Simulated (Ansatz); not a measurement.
Write a Python script for Ansatz 0.2.0 through its Python package that makes a scan of the energy under strain of Lu3AlN, space group Pm-3m. Level of theory (first run): PBEsol, PAW, cutoff 510 eV, 8×8×8 k-points, Fermi-Dirac smearing of 0.05 eV.

```
CELL_PARAMETERS angstrom
4.60314 0.00000 0.00000
0.00000 4.60314 0.00000
0.00000 0.00000 4.60314
ATOMIC_POSITIONS crystal
Lu 0.50000 0.50000 0.00000
Lu 0.50000 0.00000 0.50000
Lu 0.00000 0.50000 0.50000
Al 0.00000 0.00000 0.00000
N 0.50000 0.50000 0.50000
```

Script `lu3aln_strain.py`:
```python
'''A biaxial strain scan of Lu3AlN.'''

import ansatz as az
import numpy as np
from tabulate import tabulate

vectors0 = np.array([
    [4.60314, 0.0, 0.0],
    [0.0, 4.60314, 0.0],
    [0.0, 0.0, 4.60314],
])
sites = [
    ('Lu', (0.5, 0.5, 0.0)),
    ('Lu', (0.5, 0.0, 0.5)),
    ('Lu', (0.0, 0.5, 0.5)),
    ('Al', (0.0, 0.0, 0.0)),
    ('N', (0.5, 0.5, 0.5)),
]


def make_crystal(cell):
    crystal = az.Crystal(lattice=az.Lattice.of(cell))
    for symbol, position in sites:
        crystal = crystal.atom(symbol, position)
    return crystal


def main() -> None:
    # clamped ions: the fractional positions stay as typed
    values = np.linspace(-0.02, 0.02, 5)
    energies = []
    for d in values:
        strain = np.diag([d, d, 0])
        cell = vectors0 @ (np.eye(3) + strain)
        base = (
            make_crystal(cell).calculation()
            .basis(510)
            .functional('PBEsol')
            .occupations(az.OccupationsMethod.FERMI_DIRAC, width=0.05)
            .kpoints(8, 8, 8)
        )
        r = base.run(threads=1, pin='off').report
        energies.append(r['free_energy_ev'] / len(sites))
        print(f'd = {d:+.4f}  F = {energies[-1]:.5f} eV/atom')
    energies = np.array(energies)

    print(tabulate(zip(values, 1000 * (energies - energies.min())), headers=['strain', 'dE (meV/atom)'], floatfmt='.3f'))
    curvature = 2 * np.polyfit(values, energies, 3)[1]
    volume = abs(np.linalg.det(vectors0)) / len(sites)
    print(f'd2E/dd2 over the volume: {curvature / volume * 160.21766:.1f} GPa')


if __name__ == '__main__':
    main()
```

Running `python lu3aln_strain.py` prints:
```text
d = -0.0200  F = -8948.48610 eV/atom
d = -0.0100  F = -8948.49177 eV/atom
d = +0.0000  F = -8948.49061 eV/atom
d = +0.0100  F = -8948.48323 eV/atom
d = +0.0200  F = -8948.47023 eV/atom
  strain    dE (meV/atom)
--------  ---------------
  -0.020            5.672
  -0.010            0.000
   0.000            1.160
   0.010            8.535
   0.020           21.536
d2E/dd2 over the volume: 511.1 GPa
```

Against the unstrained cell the energy per atom changes by +4.51 meV at one end of the scan and +20.38 meV at the other, and its second derivative over the volume is 511.1 GPa.

Total energies depend on the potentials; only differences at equal settings carry meaning. The curvature belongs to this strain pattern and to the cell's stress; it equals a single elastic constant only for simple patterns. In a metal a curvature from energy changes of a few meV or less hangs on mesh and smearing, in size and even in sign. This cell is a computed structure, which may not be the phase found in nature. The ions keep their fractional positions (clamped ions). Finished in 120 s on 1 thread of Arm Neoverse V2, on a shared host, peak memory 0.67 GiB.
